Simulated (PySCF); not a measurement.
# [Eu(N2)]3+: other functionals and bases at one geometry

How far do other levels of theory move the description of [Eu(N2)]3+, and what does each cost? It is a constructed species; whether it can be made isn't addressed.

Computed with PySCF 2.14.0. Level: several levels, as the steps say, no spin–orbit coupling.

2 further runs of the same task are left out: 2 for a known fault of the program.

### 1 The starting structure

3 atoms, charge 3, spin multiplicity 1.

Bond lengths: Eu1–N2 2.423 Å, N2–N3 1.107 Å. Angles: Eu1–N2–N3 180.0°.

Coordinates:

```xyz
3

Eu    0.0000    0.0000   -0.4369
N     0.0000    0.0000    1.9866
N     0.0000    0.0000    3.0934
```

Formal oxidation states: Eu +3. Each metal's 6 4f electrons lie in its core potential, so multiplicities, spins and levels count the valence alone. An earlier session relaxed this geometry at PBE0, Eu lcecp-1-SVP with ECP52, N def2-SVP (singlet, point group C∞v).

At PBE0 on the finer grid: E = -143.212760 Eh, HOMO -27.95 eV, LUMO -21.26 eV, Mulliken charge on Eu1 +2.71 e, largest force component 0.001 eV/Å. 

Levels to run: HF; BLYP; r2SCAN; wB97X; PBE0, TZVP. Hardware: 2 threads of Arm Neoverse V2, shared host.

### 2 HF

Input file run.py (the lines that set the calculation):

```python
mol = gto.M(atom='''
Eu     0.00000     0.00000    -0.43689
N      0.00000     0.00000     1.98658
N      0.00000     0.00000     3.09342''',
    basis={'Eu': 'lcecp-1-SVP', 'N': 'def2-SVP'},
    ecp={'Eu': 'lcecp-1-SVP'},
    charge=3, spin=0)
mf = scf.RHF(mol)
mf = mf.density_fit()  # fitting sets: Eu AutoAux, N def2-universal-JKFIT
mf.conv_tol = 1e-08; mf.max_cycle = 55
mf.kernel(dm0)  # dm0: the density of the relaxed state
```

Run with:

```console
> OMP_NUM_THREADS=2 python run.py
```

Output:

```text
init E= -142.425197553624
  HOMO = -1.18746823682761  LUMO = -0.62136626291139  gap/eV = 15.40442
cycle= 1 E= -142.436806060215  delta_E= -0.0116  |g|= 0.0452  |ddm|=  0.3
  HOMO = -1.19104599721136  LUMO = -0.62797804637851  gap/eV = 15.32186
cycle= 2 E= -142.437460119543  delta_E= -0.000654  |g|= 0.0237  |ddm|= 0.106
  HOMO = -1.18906062729448  LUMO = -0.630300896346774  gap/eV = 15.20463
cycle= 3 E= -142.437587611663  delta_E= -0.000127  |g|= 0.0132  |ddm|= 0.025
  HOMO = -1.18693237640305  LUMO = -0.630826998537867  gap/eV = 15.13240
cycle= 4 E= -142.43762918244  delta_E= -4.16e-05  |g|= 0.0014  |ddm|= 0.0214
  HOMO = -1.18745502760203  LUMO = -0.630765562773655  gap/eV = 15.14829
cycle= 5 E= -142.437629970289  delta_E= -7.88e-07  |g|= 0.000521  |ddm|= 0.00347
  HOMO = -1.18730789009936  LUMO = -0.630772123800704  gap/eV = 15.14411
cycle= 6 E= -142.437630066524  delta_E= -9.62e-08  |g|= 0.000121  |ddm|= 0.00106
  HOMO = -1.18732057387641  LUMO = -0.630765210225148  gap/eV = 15.14464
cycle= 7 E= -142.437630071658  delta_E= -5.13e-09  |g|= 1.26e-05  |ddm|= 0.000305
  HOMO = -1.18732182817926  LUMO = -0.630763978694537  gap/eV = 15.14471
Extra cycle  E= -142.437630071694  delta_E= -3.6e-11  |g|= 5.56e-06  |ddm|= 2.24e-05
converged SCF energy = -142.437630071694
```

It took 0.6 s on 2 threads of Arm Neoverse V2, shared host.

Result: E = -142.437630 Eh, HOMO -32.31 eV, LUMO -17.16 eV, Mulliken charge on Eu1 +2.81 e, largest force component 5.056 eV/Å. 

### 3 BLYP

Changes to run.py (the lines that set the calculation) since step 2:

```diff
@@ -7,3 +7,4 @@
     charge=3, spin=0)
-mf = scf.RHF(mol)
+mf = dft.RKS(mol, xc='BLYP')
+mf.grids.atom_grid = (75, 302)  # f atoms: unpruned, at least (60, 302)
 mf = mf.density_fit()  # fitting sets: Eu AutoAux, N def2-universal-JKFIT
```

Run with:

```console
> OMP_NUM_THREADS=2 python run.py
```

Output:

```text
init E= -143.305009081998
  HOMO = -0.953867830004821  LUMO = -0.823444840039602  gap/eV = 3.54899
cycle= 1 E= -143.307092014596  delta_E= -0.00208  |g|= 0.0246  |ddm|= 0.226
  HOMO = -0.952438080652108  LUMO = -0.817680724386597  gap/eV = 3.66693
cycle= 2 E= -143.306186486437  delta_E= 0.000906  |g|= 0.0734  |ddm|= 0.0752
  HOMO = -0.955567801533132  LUMO = -0.81762185829448  gap/eV = 3.75370
cycle= 3 E= -143.307225736766  delta_E= -0.00104  |g|= 0.0095  |ddm|= 0.0476
  HOMO = -0.953932677193482  LUMO = -0.819095248057306  gap/eV = 3.66911
cycle= 4 E= -143.307247948737  delta_E= -2.22e-05  |g|= 0.00314  |ddm|= 0.0135
  HOMO = -0.954664460841858  LUMO = -0.818988695545352  gap/eV = 3.69193
cycle= 5 E= -143.307250920413  delta_E= -2.97e-06  |g|= 0.000312  |ddm|= 0.00409
  HOMO = -0.954592888378148  LUMO = -0.81902112014725  gap/eV = 3.68910
cycle= 6 E= -143.307250953803  delta_E= -3.34e-08  |g|= 4.67e-05  |ddm|= 0.000457
  HOMO = -0.954588529331286  LUMO = -0.819019019727945  gap/eV = 3.68903
cycle= 7 E= -143.307250954394  delta_E= -5.91e-10  |g|= 3.47e-06  |ddm|= 6.03e-05
  HOMO = -0.954590806082059  LUMO = -0.819017935033341  gap/eV = 3.68913
Extra cycle  E= -143.307250954381  delta_E= 1.28e-11  |g|= 8.29e-06  |ddm|= 1.36e-05
converged SCF energy = -143.307250954381
```

It took 1.3 s on 2 threads of Arm Neoverse V2, shared host.

Result: E = -143.307251 Eh, HOMO -25.98 eV, LUMO -22.29 eV, Mulliken charge on Eu1 +2.64 e, largest force component 2.541 eV/Å. 

### 4 r2SCAN

Changes to run.py (the lines that set the calculation) since step 3:

```diff
@@ -7,3 +7,3 @@
     charge=3, spin=0)
-mf = dft.RKS(mol, xc='BLYP')
+mf = dft.RKS(mol, xc='R2SCAN')
 mf.grids.atom_grid = (75, 302)  # f atoms: unpruned, at least (60, 302)
```

Run with:

```console
> OMP_NUM_THREADS=2 python run.py
```

Output:

```text
init E= -143.299577547654
  HOMO = -0.974772347441494  LUMO = -0.797426680214593  gap/eV = 4.82582
cycle= 1 E= -143.300015629616  delta_E= -0.000438  |g|= 0.00922  |ddm|= 0.119
  HOMO = -0.973708032458568  LUMO = -0.795005348066279  gap/eV = 4.86275
cycle= 2 E= -143.299937140995  delta_E= 7.85e-05  |g|= 0.022  |ddm|= 0.0237
  HOMO = -0.974600571937298  LUMO = -0.794991730732127  gap/eV = 4.88741
cycle= 3 E= -143.300029952332  delta_E= -9.28e-05  |g|= 0.0044  |ddm|= 0.0153
  HOMO = -0.973873351528514  LUMO = -0.795388817159974  gap/eV = 4.85681
cycle= 4 E= -143.30003440852  delta_E= -4.46e-06  |g|= 0.000864  |ddm|= 0.00461
  HOMO = -0.974119857535893  LUMO = -0.795408901250014  gap/eV = 4.86297
cycle= 5 E= -143.300034631285  delta_E= -2.23e-07  |g|= 2.1e-05  |ddm|= 0.00103
  HOMO = -0.974113766552023  LUMO = -0.795406863909653  gap/eV = 4.86286
cycle= 6 E= -143.300034631385  delta_E= -1e-10  |g|= 3.96e-06  |ddm|= 4.51e-05
  HOMO = -0.974114151088166  LUMO = -0.795406080136479  gap/eV = 4.86289
Extra cycle  E= -143.300034631382  delta_E= 2.96e-12  |g|= 5.68e-06  |ddm|= 8.29e-06
converged SCF energy = -143.300034631382
```

Run time: 1.6 s. Hardware: 2 threads of Arm Neoverse V2, shared host.

Result: E = -143.300035 Eh, HOMO -26.51 eV, LUMO -21.64 eV, Mulliken charge on Eu1 +2.71 e, largest force component 0.841 eV/Å. 

### 5 wB97X

Changes to run.py (the lines that set the calculation) since step 4:

```diff
@@ -7,3 +7,3 @@
     charge=3, spin=0)
-mf = dft.RKS(mol, xc='R2SCAN')
+mf = dft.RKS(mol, xc='WB97X')
 mf.grids.atom_grid = (75, 302)  # f atoms: unpruned, at least (60, 302)
```

Run with:

```console
> OMP_NUM_THREADS=2 python run.py
```

Output:

```text
init E= -143.327301885448
  HOMO = -1.12331374660819  LUMO = -0.687392551555026  gap/eV = 11.86202
cycle= 1 E= -143.328170835607  delta_E= -0.000869  |g|= 0.012  |ddm|= 0.0892
  HOMO = -1.11928122029297  LUMO = -0.687400342998192  gap/eV = 11.75208
cycle= 2 E= -143.328221168443  delta_E= -5.03e-05  |g|= 0.00833  |ddm|= 0.022
  HOMO = -1.11893561433004  LUMO = -0.68765679049667  gap/eV = 11.73569
cycle= 3 E= -143.32823250904  delta_E= -1.13e-05  |g|= 0.00527  |ddm|= 0.00798
  HOMO = -1.11966555939105  LUMO = -0.687625560895701  gap/eV = 11.75641
cycle= 4 E= -143.328238748594  delta_E= -6.24e-06  |g|= 0.00086  |ddm|= 0.00515
  HOMO = -1.11926788684341  LUMO = -0.687720939995413  gap/eV = 11.74299
cycle= 5 E= -143.328239033856  delta_E= -2.85e-07  |g|= 7.29e-05  |ddm|= 0.0015
  HOMO = -1.11927438079442  LUMO = -0.687728917279666  gap/eV = 11.74295
cycle= 6 E= -143.328239038933  delta_E= -5.08e-09  |g|= 1.1e-05  |ddm|= 0.000274
  HOMO = -1.11927961309564  LUMO = -0.687728806863931  gap/eV = 11.74310
Extra cycle  E= -143.328239039017  delta_E= -8.34e-11  |g|= 3.42e-06  |ddm|= 3.38e-05
converged SCF energy = -143.328239039017
```

It took 1.4 s on 2 threads of Arm Neoverse V2, shared host.

It gives: E = -143.328239 Eh, HOMO -30.46 eV, LUMO -18.71 eV, Mulliken charge on Eu1 +2.73 e, largest force component 0.440 eV/Å. 

### 6 PBE0, TZVP

Basis: Eu lcecp-1-TZVP with ECP52, N def2-TZVP. 

Input file run.py (the lines that set the calculation):

```python
mol = gto.M(atom='''
Eu     0.00000     0.00000    -0.43689
N      0.00000     0.00000     1.98658
N      0.00000     0.00000     3.09342''',
    basis={'Eu': 'lcecp-1-TZVP', 'N': 'def2-TZVP'},
    ecp={'Eu': 'lcecp-1-TZVP'},
    charge=3, spin=0)
mf = dft.RKS(mol, xc='PBE0')
mf.grids.atom_grid = (75, 302)  # f atoms: unpruned, at least (60, 302)
mf = mf.density_fit()  # fitting sets: Eu AutoAux, N def2-universal-JKFIT
mf.conv_tol = 1e-08; mf.max_cycle = 55
mf.kernel(dm0)  # dm0: free metal ions and neutral atoms
```

Run with:

```console
> OMP_NUM_THREADS=2 python run.py
```

Output:

```text
init E= -133.548308221707
  HOMO = -1.59361332100106  LUMO = -1.40982628623487  gap/eV = 5.00110
cycle= 1 E= -142.571500103736  delta_E= -9.02  |g|= 2.15  |ddm|= 2.23
cycle= 2 E= -129.678543155242  delta_E= 12.9  |g|= 4.59  |ddm|= 3.63
  HOMO = -1.24169151982518  LUMO = -0.846588632282321  gap/eV = 10.75130
cycle= 3 E= -142.922352628167  delta_E= -13.2  |g|= 1.35  |ddm|= 3.37
  HOMO = -0.990711170050043  LUMO = -0.73992382025083  gap/eV = 6.82427
cycle= 4 E= -142.9904233514  delta_E= -0.0681  |g|= 1.35  |ddm|= 1.25
  HOMO = -1.04473583261822  LUMO = -0.777432756414236  gap/eV = 7.27369
cycle= 5 E= -143.336101878919  delta_E= -0.346  |g|= 0.17  |ddm|= 0.738
  HOMO = -1.02193407303536  LUMO = -0.782527144372851  gap/eV = 6.51459
cycle= 6 E= -143.343078389296  delta_E= -0.00698  |g|= 0.0221  |ddm|= 0.196
  HOMO = -1.02761627297722  LUMO = -0.780507325748613  gap/eV = 6.72418
cycle= 7 E= -143.343178349813  delta_E= -0.0001  |g|= 0.00567  |ddm|= 0.0288
  HOMO = -1.02801605587969  LUMO = -0.78037983014436  gap/eV = 6.73852
cycle= 8 E= -143.343185628901  delta_E= -7.28e-06  |g|= 0.000929  |ddm|= 0.00736
  HOMO = -1.0279315213582  LUMO = -0.78026417690267  gap/eV = 6.73937
cycle= 9 E= -143.343185838709  delta_E= -2.1e-07  |g|= 7.85e-05  |ddm|= 0.00136
  HOMO = -1.02790448044801  LUMO = -0.780262557931487  gap/eV = 6.73868
cycle= 10 E= -143.34318584044  delta_E= -1.73e-09  |g|= 1.81e-05  |ddm|= 0.000137
  HOMO = -1.0279112461475  LUMO = -0.780262945840855  gap/eV = 6.73885
Extra cycle  E= -143.343185840206  delta_E= 2.34e-10  |g|= 3.98e-05  |ddm|= 3.11e-05
converged SCF energy = -143.343185840206
```

Wall time 3.9 s (2 threads of Arm Neoverse V2, shared host).

It gives: E = -143.343186 Eh, HOMO -27.97 eV, LUMO -21.23 eV, Mulliken charge on Eu1 +2.76 e, largest force component 1.232 eV/Å. 

### 7 Results

| level | state | HOMO (eV) | gap (eV) | charge on Eu1 (e) | dipole (D) | largest force (eV/Å) | basis functions | time |
| --- | --- | --- | --- | --- | --- | --- | --- | --- |
| PBE0 (relaxed here) | singlet | -27.95 | 6.69 | 2.71 | 1.65 | 0.00 | 61 | 2.2 s |
| HF | singlet | -32.31 | 15.14 | 2.81 | 2.19 | 5.06 | 61 | 0.6 s |
| BLYP | singlet | -25.98 | 3.69 | 2.64 | 1.28 | 2.54 | 61 | 1.3 s |
| r2SCAN | singlet | -26.51 | 4.86 | 2.71 | 1.61 | 0.84 | 61 | 1.6 s |
| wB97X | singlet | -30.46 | 11.74 | 2.73 | 1.91 | 0.44 | 61 | 1.4 s |
| PBE0, TZVP | singlet | -27.97 | 6.74 | 2.76 | 1.56 | 1.23 | 109 | 3.9 s |

Times are on 2 threads of Arm Neoverse V2, shared host; the first row also made further properties. The dipole of a charged species depends on the origin, so these sizes hold for this origin alone.

In one basis the HOMO–LUMO gap runs from 3.69 eV (BLYP) to 15.14 eV (HF). The largest leftover force, 5.06 eV/Å with HF, stands at a geometry relaxed at another level. The Mulliken charge on Eu spans +2.64 to +2.81 e over the levels. With 4f in the core, its levels are missing from HOMO and gap. Total energies of different levels can't be compared. Spin–orbit coupling is left out throughout.
